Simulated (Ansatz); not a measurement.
Runs of Ansatz 0.2.0 on Cd2S. It takes space group P3m1 (No. 156, trigonal). The conventional cell has a = 3.963 Å, b = 3.963 Å, c = 5.809 Å, α = 90.00°, β = 90.00°, γ = 120.00°. Cd (site symmetry 3m) has 1 S at 2.52 Å as nearest neighbours. Around Cd (site symmetry 3m) lie 3 S at 2.60 Å. Around S (site symmetry 3m) lie 4 Cd at 2.52 to 2.60 Å. The cell comes from a database or a generator and needn't be the stable form of this composition.

```tsv
task	level	spin	k mesh	cutoff (eV)	points for each segment of the path	share of exact exchange	gap on the mesh (eV)	pressure (GPa)	largest force (eV/Å)
band structure	PBEsol	off	8 × 8 × 5	420	14	-	-	-3.0	0.14
band structure	PBEsol	SOC, no magnetisation	8 × 8 × 5	420	14	-	-	-3.1	0.14
single point	r2SCAN0 form with a typed share of exact exchange	off	5 × 5 × 3	500	-	0	(b)	-1.9	0.02
single point	r2SCAN0 form with a typed share of exact exchange	off	5 × 5 × 3	500	-	0.15	1.63	-2.2	0.12
single point	r2SCAN0 form with a typed share of exact exchange	off	5 × 5 × 3	500	-	0.5	2.53	-2.8	(c)
single point	r2SCAN0 form with a typed share of exact exchange	off	5 × 5 × 3	500	-	0.1	1.50	(a)	0.09
single point	r2SCAN0	off	5 × 5 × 3	500	-	0.25	1.91	-2.4	0.20
single point	r2SCAN0 form with a typed share of exact exchange	off	5 × 5 × 3	500	-	0.35	2.19	-2.6	0.27
```

Alike in all rows: potentials or basis Ansatz PAW; cell as given; smearing fermi-dirac 0.05 eV.

Problem. Estimate the missing entries.

Solution. (a) -2.1; (b) 1.23; (c) 0.38.

Caveats: the PAW data sets come from PBE, with cores solved anew for the run's functional, which leaves a small shift of forces and pressure; odd divisions of the mesh miss points on the zone boundary, where band edges often lie, so the gap on the mesh can be too wide (some runs); the thresholds are loose for stress (some runs).

A k mesh can miss the band edges, and rows without SOC leave out spin-orbit coupling on Cd.
